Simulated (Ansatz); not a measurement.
# MgCdO: the cost of one run

Method: DFT PBE, scalar-relativistic, plane waves, PAW, in Ansatz 0.2.0.

1 further run of the same task is left out (it didn't finish).

**1. The starting structure**

Symmetry: P-6m2, No. 187, hexagonal system. Conventional cell: a = 3.779 Å, b = 3.779 Å, c = 3.700 Å, α = 90.00°, β = 90.00°, γ = 120.00°. Mg (site symmetry -6m2) is surrounded by 6 Cd at 2.86 Å and 6 O at 2.86 Å. Cd (site symmetry -6m2) has 3 O at 2.18 Å as nearest neighbours. O (site symmetry -6m2) is surrounded by 3 Cd at 2.18 Å and 6 Mg at 2.86 Å.

Coordinates:

```cif
data_structure
_symmetry_space_group_name_H-M 'P-6m2'
_symmetry_Int_Tables_number 187
_cell_length_a 3.7791
_cell_length_b 3.7791
_cell_length_c 3.7005
_cell_angle_alpha 90.000
_cell_angle_beta 90.000
_cell_angle_gamma 120.000
_cell_volume 45.77
loop_
_atom_site_label
_atom_site_type_symbol
_atom_site_symmetry_multiplicity
_atom_site_Wyckoff_symbol
_atom_site_fract_x
_atom_site_fract_y
_atom_site_fract_z
_atom_site_occupancy
Mg1 Mg 1 b 0.00000 0.00000 0.50000 1
Cd1 Cd 1 c 0.33333 0.66667 0.00000 1
O1 O 1 e 0.66667 0.33333 0.00000 1
```

Recipe of the guess: species swapped into a database cell of TbNiAs (P-6m2, No. 187), with Mg on the Tb sites, Cd on the Ni sites and O on the As sites. Lengths come from tabulated atomic sizes and are only a guess.

**2. A first look at the guess**

input.yaml reads:

```yaml
crystal:
  lattice:
    - [3.77914989, 0.0, 0.0]
    - [-1.88957494, 3.27283981, 0.0]
    - [0.0, 0.0, 3.70048554]
  atoms:
    - { symbol: Mg, position: [0.0, 0.0, 0.5] }
    - { symbol: Cd, position: [0.33333333, 0.66666667, 0.0] }
    - { symbol: O, position: [0.66666667, 0.33333333, 0.0] }
basis:
  ecutwfc: 420
kpoints:
  mp_grid: { grid: [6, 6, 6] }
hamiltonian:
  xc: pbe
scf:
  occupations: { method: gaussian, width: 0.1 }
  lower_state_search: "off"
output:
  forces: true
  stress: true
  eigenvalues: true
```

On the command line:

```bash
$ ansatz run input.yaml --threads 1 --pin off --max-ram 2560MiB --backend cpu --events-out ev --progress --plain --runs-dir out
```

**Question.** How long does this run take on 1 thread of Intel Xeon 6975P-C (Granite Rapids), shared host, and how much memory does it need?

About 1.4 s, with a peak of 0.36 GiB.
